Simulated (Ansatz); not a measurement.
# AsP2: from a guess to a relaxed structure

Where does this trial cell of AsP2 go when cell and atoms are let free?

Program: Ansatz 0.2.0. Level of theory: DFT PBE, scalar-relativistic, plane waves, PAW. These are calculated values, not measurements.

2 further runs of the same task are left out: 1 that didn't finish, 1 set aside as unsound or not needed.

## 1. The starting structure

It takes space group P6_3/mmc (No. 194, hexagonal). The conventional cell has a = 3.452 Å, b = 3.452 Å, c = 8.787 Å, α = 90.00°, β = 90.00°, γ = 120.00°. P (site symmetry 3m) is surrounded by 3 As at 2.26 Å and 1 P at 2.28 Å. As (site symmetry -3m) is surrounded by 6 P at 2.26 Å.

Structure file:

```cif
data_structure
_symmetry_space_group_name_H-M 'P6_3/mmc'
_symmetry_Int_Tables_number 194
_cell_length_a 3.4521
_cell_length_b 3.4521
_cell_length_c 8.7870
_cell_angle_alpha 90.000
_cell_angle_beta 90.000
_cell_angle_gamma 120.000
_cell_volume 90.69
loop_
_atom_site_label
_atom_site_type_symbol
_atom_site_symmetry_multiplicity
_atom_site_Wyckoff_symbol
_atom_site_fract_x
_atom_site_fract_y
_atom_site_fract_z
_atom_site_occupancy
P1 P 4 f 0.66667 0.33333 0.37980 1
As1 As 2 a 0.00000 0.00000 0.50000 1
```

The cell is invented: 4-, 6-connected net, elements by coordination (P6_3/mmc, No. 194). The dimensions are guesses.

## 2. A first look at the guess

Contents of input.yaml:

```yaml
crystal:
  lattice:
    - [3.45214973, 0.0, 0.0]
    - [-1.72607487, 2.98964937, 0.0]
    - [0.0, 0.0, 8.78700912]
  atoms:
    - { symbol: P, position: [0.66666667, 0.33333333, 0.37979528] }
    - { symbol: P, position: [0.33333333, 0.66666667, 0.62020472] }
    - { symbol: P, position: [0.33333333, 0.66666667, 0.87979528] }
    - { symbol: P, position: [0.66666667, 0.33333333, 0.12020472] }
    - { symbol: As, position: [0.0, 0.0, 0.5] }
    - { symbol: As, position: [0.0, 0.0, 0.0] }
basis:
  ecutwfc: 420
kpoints:
  mp_grid: { grid: [6, 6, 2] }
hamiltonian:
  xc: pbe
scf:
  occupations: { method: gaussian, width: 0.1 }
  lower_state_search: "off"
output:
  forces: true
  stress: true
  eigenvalues: true
```

Command:

```console
$ ansatz run input.yaml --threads 1 --pin off --max-ram 2560MiB --backend cpu --events-out ev --progress --plain --runs-dir out
```

The session goes on with these runs: a loose first relaxation; relaxation on the finer mesh.

Q: Predict the outcome of this session. Wanted: conventional cell; volume; energy over the elements, black P; gap on the mesh.

As calculated:

```
                              quantity                                                                       value
symmetry at the end (tolerance 0.05 Å)                                              space group P6_3/mmc (No. 194)
                     conventional cell  a = 3.943 Å, b = 3.943 Å, c = 9.283 Å, α = 90.00°, β = 90.00°, γ = 120.00°
                                volume                                                               20.83 Å³/atom
     energy over the elements, black P                                                               +0.26 eV/atom
                       gap on the mesh                                                                none (metal)
```

In words: The space group P6_3/mmc (No. 194) is kept, and the volume per atom grows by 37.8 % from the first guess. With a positive formation energy it can't be a ground state. No finished test with a distortion of lower symmetry is shown, so the end may be a saddle point.
